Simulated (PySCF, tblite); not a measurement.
# CH₉FNSi₄ radical: geometry, infrared bands and EPR parameters

Aim: predict the infrared bands and EPR parameters of CH₉FNSi₄ radical (`F[SiH][Si@@H]1C[SiH2]N1[SiH3]`).

The runs use tblite 0.8.0 and PySCF 2.14.0, with density-fitted response routines of our own; the level of theory stands in each step. All values are computed, except where a source is named. Atoms count from 0, in the outputs and in this text.

**1. The starting structure**

16 atoms, charge 0, multiplicity 2; geometry from: force field or distance geometry start.

Bonds of the start (Å): F0–Si1 1.62, Si1–Si2 2.30, Si2–C3 1.90, C3–Si4 1.91, Si4–N5 1.70, N5–Si6 1.68, N5–Si2 1.72, Si1–H7 1.49, Si2–H8 1.48, C3–H9 1.08, C3–H10 1.10, Si4–H11 1.48, Si4–H12 1.49, Si6–H13 1.48, Si6–H14 1.48, Si6–H15 1.50.

**2. Relaxing the molecule with GFN2-xTB**

What the job is given:

```
{"job": {"kind": "relax", "xc": "GFN2-xTB", "basis": "xTB"}, "charge": 0, "multiplicity": 2}
F      3.652000     0.350300    -1.629000
Si     2.135300     0.904100    -1.773100
Si     0.836900     0.075100    -0.064600
C      0.615900    -1.811800    -0.138000
Si    -1.160300    -1.355800     0.401600
N     -0.861900     0.161200    -0.310000
Si    -1.577000     1.415200     0.554100
H      2.179800     2.391800    -1.729300
H      1.237000     0.513400     1.296000
H      0.684500    -2.260500    -1.121200
H      1.190000    -2.381000     0.605900
H     -2.211700    -2.078200    -0.355900
H     -1.332500    -1.318300     1.877300
H     -1.116400     2.691800    -0.033900
H     -3.050100     1.328300     0.398200
H     -1.229400     1.383400     2.010600
```

Command:

```sh
> OMP_NUM_THREADS=1 python probes_run.py task.json out
```

The driver reads the jobs from task.json and runs them one after another.

Log:

```text
step      E/eV     max force
  0    -580.31501    2.942
  1    -580.57955    1.100
  2    -580.66029    0.917
  3    -580.72098    0.898
  4    -580.79144    0.685
  5    -580.84663    0.553
  6    -580.88345    0.438
  7    -580.90125    0.389
  8    -580.92038    0.398
  9    -580.95186    0.536
 10    -580.98661    0.475
 11    -581.01660    0.376
 12    -581.03795    0.435
 13    -581.05378    0.473
 14    -581.07344    0.413
 15    -581.09786    0.375
 16    -581.11979    0.342
 17    -581.13549    0.259
 18    -581.14705    0.277
 19    -581.15571    0.212
 20    -581.16258    0.197
 21    -581.16861    0.226
 22    -581.17434    0.219
 23    -581.18052    0.211
 24    -581.18711    0.204
 25    -581.19328    0.195
 26    -581.19863    0.180
 27    -581.20330    0.146
 28    -581.20713    0.177
 29    -581.21018    0.168
 30    -581.21314    0.168
 31    -581.21654    0.147
 32    -581.22039    0.170
 33    -581.22387    0.179
 34    -581.22633    0.122
 35    -581.22805    0.112
 36    -581.22958    0.084
 37    -581.23103    0.099
 38    -581.23194    0.088
 39    -581.23255    0.056
 40    -581.23323    0.069
 41    -581.23411    0.077
 42    -581.23521    0.098
 43    -581.23634    0.094
 44    -581.23732    0.070
 45    -581.23802    0.062
 46    -581.23860    0.065
 47    -581.23920    0.080
 48    -581.23984    0.069
 49    -581.24052    0.072
 50    -581.24127    0.093
 51    -581.24212    0.086
 52    -581.24304    0.090
 53    -581.24395    0.068
 54    -581.24485    0.067
 55    -581.24583    0.095
 56    -581.24699    0.105
 57    -581.24826    0.086
 58    -581.24929    0.063
 59    -581.25004    0.063
 60    -581.25076    0.083
 61    -581.25162    0.088
 62    -581.25260    0.085
 63    -581.25352    0.073
 64    -581.25418    0.055
 65    -581.25467    0.066
 66    -581.25512    0.064
 67    -581.25565    0.059
 68    -581.25632    0.067
 69    -581.25709    0.107
 70    -581.25750    0.073
 71    -581.25835    0.068
 72    -581.25883    0.046
 73    -581.25915    0.034
 74    -581.25936    0.039
 75    -581.25982    0.064
 76    -581.26014    0.067
 77    -581.26052    0.044
 78    -581.26082    0.032
 79    -581.26103    0.030
 80    -581.26120    0.038
 81    -581.26143    0.045
 82    -581.26173    0.042
 83    -581.26207    0.040
 84    -581.26237    0.040
 85    -581.26262    0.034
 86    -581.26289    0.047
 87    -581.26331    0.063
 88    -581.26396    0.083
 89    -581.26480    0.084
 90    -581.26513    0.145
 91    -581.26585    0.044
 92    -581.26609    0.037
 93    -581.26632    0.046
 94    -581.26648    0.030
 95    -581.26685    0.026
 96    -581.26699    0.024
 97    -581.26707    0.016
 98    -581.26713    0.037
 99    -581.26720    0.025
100    -581.26736    0.033
101    -581.26748    0.027
102    -581.26754    0.015
103    -581.26756    0.011
104    -581.26757    0.010
```

Wall time 1.1 s (1 thread of Arm Neoverse V1, shared host); peak memory 0.18 GiB.

Relaxation path: (not every step is listed)

```csv
step,energy from step 0 (eV),largest force (eV/Å)
0,0.0000,2.9421
1,-0.2645,1.1001
2,-0.3453,0.9167
3,-0.4060,0.8979
4,-0.4764,0.6853
5,-0.5316,0.5534
6,-0.5684,0.4376
7,-0.5862,0.3892
8,-0.6054,0.3976
17,-0.8205,0.2586
26,-0.8836,0.1805
35,-0.9130,0.1123
44,-0.9223,0.0704
53,-0.9289,0.0682
62,-0.9376,0.0847
71,-0.9433,0.0680
80,-0.9462,0.0380
89,-0.9498,0.0843
98,-0.9521,0.0365
99,-0.9522,0.0249
100,-0.9524,0.0332
101,-0.9525,0.0271
102,-0.9525,0.0151
103,-0.9525,0.0107
104,-0.9526,0.0102
```

Distances of close pairs at the start and the end, largest changes first:

```csv
bond,before (Å),after (Å),change (Å)
Si2–Si4,2.501,2.662,+0.161
Si2–N5,1.719,1.770,+0.051
Si4–N5,1.702,1.749,+0.047
N5–Si6,1.682,1.722,+0.040
Si6–H15,1.498,1.468,-0.030
Si1–Si2,2.300,2.272,-0.028
Si4–H12,1.486,1.462,-0.025
Si4–H11,1.484,1.461,-0.023
```

The final coordinates are the input of the step that follows.

**3. Vibrational analysis with GFN2-xTB**

What the job is given:

```
{"job": {"kind": "ir", "xc": "GFN2-xTB", "basis": "xTB"}, "charge": 0, "multiplicity": 2}
F      3.378920     1.115754    -1.628633
Si     1.775188     0.817874    -1.805755
Si     1.147657    -0.122691     0.164859
C      0.664852    -1.974440     0.034061
Si    -1.148783    -1.461831     0.304682
N     -0.586117     0.194200     0.327807
Si    -1.462489     1.645995     0.629184
H      1.397271     2.160428    -2.273570
H      1.754067     0.146783     1.488037
H      0.867720    -2.458563    -0.916758
H      1.074332    -2.613332     0.809983
H     -2.055383    -1.689947    -0.818047
H     -1.736888    -1.872942     1.578039
H     -0.742439     2.719033    -0.066304
H     -2.811526     1.461747     0.094958
H     -1.523980     1.940875     2.066046
```

Log:

```text
mode    cm-1     km/mol
  1      36.4      2.13
  2      42.3      0.47
  3      61.1      0.07
  4      88.2      0.96
  5     135.5      1.05
  6     143.3      3.54
  7     178.7      4.41
  8     192.1      6.26
  9     323.0      1.78
 10     401.3     23.05
 11     448.0     16.45
 12     471.6      3.39
 13     508.5      5.23
 14     521.0      7.16
 15     556.4      6.40
 16     570.8     58.68
 17     578.0     26.61
 18     602.0    180.83
 19     654.1    246.06
 20     681.1    294.42
 21     688.9     38.71
 22     695.7     98.77
 23     739.5    187.85
 24     763.5    210.41
 25     768.2    281.24
 26     790.8     39.75
 27     798.8    241.14
 28     817.9    439.85
 29     850.6    419.16
 30     920.6      2.87
 31    1066.2     86.78
 32    1078.3    451.01
 33    1467.6      3.23
 34    2065.8    337.39
 35    2167.7    246.74
 36    2199.4    393.26
 37    2213.2    266.66
 38    2248.3    412.92
 39    2253.5    417.47
 40    2275.7    386.85
 41    3010.2     30.81
 42    3023.1     21.79
```

It took 0.85 s on 1 thread of Arm Neoverse V1, shared host; peak memory 0.18 GiB.

Which atoms move in the most intense modes:

```csv
cm⁻¹,km/mol,atoms
818,439.9,"H13 27 %, H15 26 %, H14 22 %, Si6 10 %"
851,419.2,N5 66 %
1078,451.0,"N5 79 %, Si6 10 %"
2066,337.4,H8 96 %
2199,393.3,"H15 70 %, H13 21 %"
2248,412.9,"H12 34 %, H11 33 %, H14 27 %"
2254,417.5,"H14 64 %, H12 29 %"
2276,386.9,"H11 60 %, H12 33 %"
```

**4. g tensor and hyperfine couplings: B3LYP/pcH-1**

The job, as its differences from that of step 3:

```diff
@@ -1,2 +1,2 @@
-{"job": {"kind": "ir", "xc": "GFN2-xTB", "basis": "xTB"}, "charge": 0, "multiplicity": 2}
+{"job": {"kind": "epr", "basis": "pcH-1"}, "charge": 0, "multiplicity": 2}
 F      3.378920     1.115754    -1.628633
```

Level: UKS B3LYP, pcH-1 on C F H N Si, non-relativistic, mean-field spin-orbit, GIAO.

Log:

```text
UKS, coarse grid
  cycle   1  E = -1356.04269830  |g| = 6.63e-01
  cycle   2  E = -1355.66851381  |g| = 1.16e+00
  cycle   3  E = -1356.20181292  |g| = 1.03e-01
  cycle   4  E = -1356.20478960  |g| = 5.42e-02
  cycle   5  E = -1356.20615315  |g| = 1.59e-02
  cycle   6  E = -1356.20625837  |g| = 4.31e-03
  cycle   7  E = -1356.20626599  |g| = 1.83e-03
  cycle   8  E = -1356.20626792  |g| = 5.62e-04
UKS, final grid
  cycle   1  E = -1356.20620711  |g| = 7.75e-04
  cycle   2  E = -1356.20620680  |g| = 1.27e-03
  cycle   3  E = -1356.20620735  |g| = 1.15e-04
  cycle   4  E = -1356.20620736  |g| = 3.03e-05
  cycle   5  E = -1356.20620736  |g| = 2.70e-05
E = -1356.20620736 Eh   <S^2> = 0.7523 (exact 0.7500)
g shifts (ppm)      1          2          3
  rmc          -159       -159       -159
  gc             38         20         59
  oz_so        -854         65       3537
  total        -975        -74       3438
hyperfine (MHz)  atom isotope    a_iso     a_fc   dipolar eigenvalues
    0   19F      76.58      74.08   -143.41   -139.54    282.95
    1  29Si    -456.77    -457.70   -158.73     78.09     80.64
    2  29Si    -111.14    -111.27    -20.94      9.09     11.85
    3   13C       2.80       2.81     -0.70     -0.04      0.74
    4  29Si      -1.92      -1.92     -0.50      0.09      0.41
    5   14N       2.02       2.02     -0.63     -0.37      1.00
    6  29Si      -1.58      -1.59     -0.66      0.16      0.49
    7    1H      80.56      80.54     -8.45      1.19      7.26
    8    1H      69.33      69.33     -2.28     -0.68      2.95
    9    1H      -0.06      -0.06     -1.93     -1.58      3.51
   10    1H      -0.14      -0.13     -1.08     -0.48      1.56
   11    1H      -0.27      -0.27     -0.86     -0.60      1.46
   12    1H       0.79       0.79     -0.48     -0.44      0.92
   13    1H      -0.02      -0.02     -1.38     -1.17      2.55
   14    1H      -0.08      -0.08     -0.58     -0.51      1.09
   15    1H      -0.33      -0.33     -0.53     -0.51      1.04
```

Run time: 2.8 min. Hardware: 1 thread of Arm Neoverse V1, shared host; peak memory 1.1 GiB.

Principal g values 2.00134, 2.00224, 2.00576; g(iso) = 2.00312, against 2.00232 for a free electron.

Mean a(iso) over the nuclei that a row names, and the largest dipolar term of the row (other rows stand at the frozen geometry):

```csv
nuclei,isotope,a(iso) (MHz),"a(iso) (G, at g = 2.0023)",largest dipolar term (MHz)
Si1,29Si,-456.8,-163.0,-158.7
Si2,29Si,-111.1,-39.7,-20.9
H7,1H,80.6,28.7,-8.4
F0,19F,76.6,27.3,282.9
H8,1H,69.3,24.7,3.0
C3,13C,2.8,1.0,0.7
N5,14N,2.0,0.7,1.0
Si4,29Si,-1.9,-0.7,-0.5
Si6,29Si,-1.6,-0.6,-0.7
H12,1H,0.8,0.3,0.9
H11,1H,-0.3,-0.1,1.5
"H13, H14, H15",1H,-0.1,-0.1,2.5
H10,1H,-0.1,0.0,1.6
H9,1H,-0.1,0.0,3.5
```

Mulliken spin populations:

F0 0.05; Si1 0.82; Si2 0.06; C3 0.00; Si4 0.00; N5 0.00; Si6 0.00; H7 0.03; H8 0.04; H9 0.00; H10 0.00; H11 0.00; H12 0.00; H13 0.00; H14 0.00; H15 0.00

In first order the couplings over 0.8 MHz of 1H, 19F, 14N give 24 distinct lines over 82.2 G, if the averaged nuclei exchange fast.

Orbitals, density, ELF and potential are computed afterwards from the orbital file.

ELF in a plane through or near 6 of the atoms.

Values, 10 rows by 14 columns:
```
0.00 0.00 0.00 0.00 0.00 0.00 0.00 0.00 0.00 0.00 0.00 0.00 0.00 0.00
0.00 0.00 0.00 0.00 0.00 0.00 0.04 0.04 0.01 0.00 0.00 0.00 0.00 0.00
0.00 0.00 0.00 0.02 0.02 0.04 0.66 0.64 0.18 0.01 0.00 0.00 0.00 0.00
0.00 0.00 0.01 0.95 0.98 0.40 0.79 0.17 0.53 0.03 0.00 0.00 0.00 0.00
0.00 0.00 0.05 0.99 1.00 0.15 0.25 0.36 0.13 0.67 0.23 0.68 0.14 0.00
0.00 0.00 0.00 0.03 0.03 0.46 0.23 0.81 0.55 0.76 0.69 0.62 0.36 0.00
0.00 0.00 0.00 0.01 0.16 0.11 0.16 0.14 0.02 0.33 0.08 0.08 0.01 0.00
0.00 0.00 0.00 0.01 0.23 0.26 0.29 1.00 0.74 0.02 0.24 0.03 0.00 0.00
0.00 0.00 0.00 0.00 0.02 0.06 0.53 1.00 0.84 0.00 0.00 0.00 0.00 0.00
0.00 0.00 0.00 0.00 0.00 0.00 0.00 0.03 0.00 0.00 0.00 0.00 0.00 0.00
```
The map spans 13.0 Å across and 10.8 Å up, centred on the molecule. Atoms in the plane (x, y in Å): F0 (3.9, 0.0), C3 (0.0, 2.1), N5 (-0.6, -0.4), Si6 (-1.1, -2.0), H12 (-2.7, 1.3), H13 (0.1, -2.8).

On the surface of density 0.002 e/bohr³ the electrostatic potential runs, from the 1st to the 99th percentile, from -1.13 V near F0 to 1.52 V near Si2.

The spin density lies nearest to Si1 64 %; H7 10 %; Si2 9 %; F0 9 %.

**5. What came out**

| quantity | value |
| --- | --- |
| strongest single infrared mode (GFN2-xTB) | 1078 cm⁻¹, 451 km/mol |
| zero-point energy (GFN2-xTB) | 57.3 kcal/mol |
| g(iso) (B3LYP) | 2.00312 |
| ⟨S²⟩ | 0.752 (exact 0.75) |
| largest a(iso) (averaged by class) | 29Si on Si1, -456.8 MHz |
| surface potential, 1st and 99th percentile | -1.13 V and 1.52 V |

In words: The optimisation took 104 steps and gained 0.953 eV; among the close pairs (by a distance rule), Si2–Si4 changed most, from 2.501 to 2.662 Å. All 42 modes are real, so the xTB geometry is a minimum. The strongest single mode, at 1078 cm⁻¹, moves mainly N5. GFN2-xTB is a fitted tight-binding method: band positions and strengths are rough. Its intensities can rank the bands wrongly. Most of the unpaired spin sits on Si1 (0.82 e). The isotropic g lies 0.8 ppt above the free-electron value.
